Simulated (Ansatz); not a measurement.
# C2H6MgN radical: a ladder of functionals and wavefunction methods

How much do the methods differ for C2H6MgN radical? The plan is to run it at one geometry with functionals of several rungs and with coupled cluster. The yardstick is the atomisation energy at the CCSD(T) limit.

Program: Ansatz 0.2.0, Gaussian basis. Level of theory: functionals in def2-TZVPP, the program's frozen cores in correlated methods. These are calculated values, not measurements.

Levels to be run: LDA (SPW92), PBE-D4, revPBE-D4, BLYP-D4, r2SCAN-D4, B97M-V, PBE0-D4, B3LYP-D4, r2SCANh-D4, r2SCAN0-D4, HSE06-D4, BHLYP-D4, CAM-B3LYP-D4, LC-ωPBE, ωB97X-V, ωB97M-V, B2PLYP, PBE-QIDH; CCSD(T)/def2-SVP; CCSD(T)/def2-TZVPP; MP2/def2-QZVPP; extrapolation to the limit; RPA on PBE.

## (1) Structure used throughout

The geometry comes from an earlier relaxation with PBE0-D4 in a triple-zeta def2 set; it is a stationary point, not always the lowest conformer.

SMILES `C[N](C)[Mg]`, 10 atoms, charge 0, spin multiplicity 2.

Atoms are counted from 1 here; the program's logs count them from 0.

Bond lengths: C1–N2 1.437 Å, C1–H5 1.104 Å, C1–H6 1.097 Å, C1–H7 1.104 Å, N2–C3 1.437 Å, N2–Mg4 1.913 Å, C3–H8 1.097 Å, C3–H9 1.104 Å, C3–H10 1.104 Å. Angles: N2–C1–H5 112.5°, N2–C1–H6 111.4°, N2–C1–H7 112.4°, H5–C1–H6 106.9°, H5–C1–H7 106.4°, H6–C1–H7 106.9°, C1–N2–C3 111.0°, C1–N2–Mg4 124.5°, C3–N2–Mg4 124.5°, N2–C3–H8 111.4°, N2–C3–H9 112.4°, N2–C3–H10 112.5°, H8–C3–H9 106.9°, H8–C3–H10 106.9°, H9–C3–H10 106.4°.

## (2) LDA

This LDA is Slater exchange with PW92 correlation.

The input, in.yaml:

```yaml
crystal:
  periodic: [false, false, false]
  atoms:
    - {symbol: C, position_ang: [-0.423915, 1.110110, -0.128382]}
    - {symbol: N, position_ang: [-0.433048, -0.320711, -0.257221]}
    - {symbol: C, position_ang: [0.753749, -0.896187, 0.312235]}
    - {symbol: Mg, position_ang: [-1.837645, -1.325913, -1.079504]}
    - {symbol: H, position_ang: [0.438794, 1.574070, -0.638249]}
    - {symbol: H, position_ang: [-1.327179, 1.557054, -0.560623]}
    - {symbol: H, position_ang: [-0.376413, 1.438373, 0.924929]}
    - {symbol: H, position_ang: [0.754114, -1.988718, 0.218113]}
    - {symbol: H, position_ang: [0.859469, -0.667069, 1.387319]}
    - {symbol: H, position_ang: [1.675074, -0.532111, -0.175717]}
basis:
  gaussian: {orbitals: def2-TZVPP}
magnetization: {spin_polarized: true, initial_magnetization: 1}
hamiltonian: {xc: lda}
output: {orbitals: {seedname: orbitals}}
```

Command:

```
$ ansatz run in.yaml --threads 4 --pin off --events-out ev --progress --plain --max-ram 10444MiB
```

After this run come: PBE-D4 (GGA); revPBE-D4 (GGA); BLYP-D4 (GGA); r2SCAN-D4 (meta-GGA); B97M-V (meta-GGA); B3LYP-D4 (hybrid); r2SCANh-D4 (hybrid); r2SCAN0-D4 (hybrid); HSE06-D4 (hybrid); BHLYP-D4 (hybrid); CAM-B3LYP-D4 (range-separated); LC-ωPBE (range-separated); ωB97X-V (range-separated); ωB97M-V (range-separated); B2PLYP (double hybrid); PBE-QIDH (double hybrid); CCSD(T) in def2-SVP; CCSD(T) in def2-TZVPP; MP2 in def2-QZVPP; RPA on PBE orbitals.

Q: Predict the results of all the runs planned. Wanted: atomisation energy, CCSD(T)/CBS; farthest beyond LDA; mean size of error, GGA; mean size of error, meta-GGA; mean size of error, hybrid; mean size of error, range-separated; mean size of error, double hybrid; gap, smallest and largest; T1 diagnostic.

As calculated:

| quantity | value |
| --- | --- |
| atomisation energy, CCSD(T)/CBS | 3349.4 kJ/mol |
| functionals within 16.7 kJ/mol (0.5 %) | B97M-V, r2SCANh-D4, LC-ωPBE, ωB97X-V, ωB97M-V, PBE-QIDH |
| farthest beyond LDA | PBE-D4 (+87.4 kJ/mol) |
| mean size of error, GGA | 41.7 kJ/mol |
| mean size of error, meta-GGA | 12.4 kJ/mol |
| mean size of error, hybrid | 31.1 kJ/mol |
| mean size of error, range-separated | 16.0 kJ/mol |
| mean size of error, double hybrid | 19.9 kJ/mol |
| gap, smallest and largest | 0.17 eV (B97M-V), 6.93 eV (LC-ωPBE) |
| T1 diagnostic | 0.0123 |
| triples share of the correlation energy | 3.2 % |

What this shows: LDA overbinds by 494.7 kJ/mol (15 %). PBE-D4 misses by +87.4 kJ/mol. Double hybrids carry the basis error of their MP2 part in triple zeta, and no dispersion term here, so their miss is partly the set-up's. The rungs meta-GGA, range-separated miss on average by less than the doubt on the reference (16.7 kJ/mol), so they tie. Misses under about 16.7 kJ/mol are within the doubt on the reference itself, which lacks core-valence correlation, relativity and higher excitations. Hartree-Fock recovers 72 % of the binding; the rest is correlation. CCSD(T) in def2-SVP is off by -166.5 kJ/mol, more than most functionals: a good method in a small basis is no reference. Orbital gaps span 0.2 to 6.9 eV; exact exchange widens them. Correlated methods include outer-core shells of Mg, which these sets cover unevenly.
